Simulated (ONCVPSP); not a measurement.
# Pseudopotential generation for Ga: ONCV, PBE

Task: generate the file, and judge it by its errors in other configurations, its logarithmic derivatives, its ghosts and its cutoff.

Program: ONCVPSP 4.0.1. Reference atom: PBE, scalar-relativistic, spherical and spin-unpolarised. All values are calculated.

### Step 1. The design

Typed settings, in words:

```
element                 : gallium (Ga, Z = 31)
type                    : optimised norm-conserving Vanderbilt (ONCV)
frozen core             : [Ne] 3s2
valence charge          : 19
reference configuration : 3p6 3d10 4s1.5 4p1.5
partial waves           : 4s: rc 1.75 bohr, ncon 3, nbas 6, qcut 3 1/bohr, 3 projectors, debl 1.2 Ha; 3p+4p: rc 0.86 bohr, ncon 4, nbas 8, qcut 11.6 1/bohr, 2 projectors; 3d: rc 1.20 bohr, ncon 4, nbas 9, qcut 13 1/bohr, 2 projectors, debl 2.1 Ha
local potential         : polynomial inside 0.86 bohr (lpopt 4, dvloc0 0 Ha)
core correction         : Teter function, fcfact 5.75, rcfact 1.1
```

An earlier all-electron run gives the scale for the radii.

All-electron outer shells of the reference configuration (PBE, scalar-relativistic, ld1.x):

```tsv
shell	level (eV)	outermost node (bohr)	outermost maximum (bohr)
2p	-1099.80	–	0.15
3s	-149.12	0.27	0.56
3p	-99.85	0.24	0.56
3d	-20.12	–	0.53
4s	-9.52	0.81	1.87
4p	-2.98	0.87	2.50
```

### Step 2. Generating the potential

File Ga.dat:

```
# ATOM AND REFERENCE CONFIGURATION
# atsym  z   nc   nv     iexc    psfile
  Ga 31.00    4    4        4      upf
#
#   n    l    f
    1    0    2.00
    2    0    2.00
    2    1    6.00
    3    0    2.00
    3    1    6.00
    3    2   10.00
    4    0    1.50
    4    1    1.50
#
# PSEUDOPOTENTIAL AND OPTIMIZATION
# lmax
    2
#
#   l,   rc,      ep,       ncon, nbas, qcut
    0    1.75    0.00    3    6    3.00
    1    0.86    0.00    4    8   11.60
    2    1.20    0.00    4    9   13.00
#
# LOCAL POTENTIAL
# lloc, lpopt,  rc(5),   dvloc0
    4    4    0.86    0.00
#
# VANDERBILT-KLEINMAN-BYLANDER PROJECTORs
# l, nproj, debl
    0    3    1.20
    1    2    0.70
    2    2    2.10
#
# MODEL CORE CHARGE
# icmod, fcfact, rcfact
    3    5.75    1.10
#
# LOG DERIVATIVE ANALYSIS
# epsh1, epsh2, depsh
   -5.00    5.00    0.04
#
# OUTPUT GRID
# rlmax, drl
    6.00    0.01
#
# TEST CONFIGURATIONS
# ncnf
    4
# nvcnf
#   n    l    f
    4
    3    1    6.00
    3    2   10.00
    4    0    2.00
    4    1    1.00
#
    4
    3    1    6.00
    3    2   10.00
    4    0    2.00
    4    1    0.00
#
    4
    3    1    6.00
    3    2   10.00
    4    0    1.00
    4    1    0.00
#
    4
    3    1    6.00
    3    2    9.00
    4    0    2.00
    4    1    2.00
#
```

Started as:

```console
$ oncvpsp.x < Ga.dat > Ga.out
```

Q: Predict the outcome of this session. Wanted: cutoffs for 1 and 0.1 mHa per electron, occupied waves; bound ghosts; GHOST(+) flags; largest test error; largest phase difference near zero energy, channels read; rms error of d²Exc/dn², without and with the model core.

**Answer**, as computed:

| quantity | value |
| --- | --- |
| cutoffs for 1 and 0.1 mHa per electron, occupied waves | 69 Ha and 77 Ha |
| bound ghosts | none found |
| GHOST(+) flags | s at 70 eV, s at 940 eV (1 near or above the test basis's cutoff) |
| largest test error (AE − PS) | +40 meV, for 3p6 3d9 4s2 4p2 |
| largest phase difference near zero energy, channels read | 0.000 rad |
| rms error of d²Exc/dn², without and with the model core | 2.53 and 2.24 mHa |

**Reading.** The worst unpolarised test, 3p6 3d9 4s2 4p2, is off by 40 meV on 17.1 eV; by total energies transferability rates as fair. By its cutoff, 69 Ha for the looser tolerance, it is very hard. At the looser tolerance the 3d wave is the slowest; 3p needs 53 Ha. The program's ghost test flags no bound state. Near zero energy the phases of the channels with partial waves agree within 0.001 rad. The program also flags highly localised states, GHOST(+) (s). These are tests on the free atom; a crystal test is still owed.
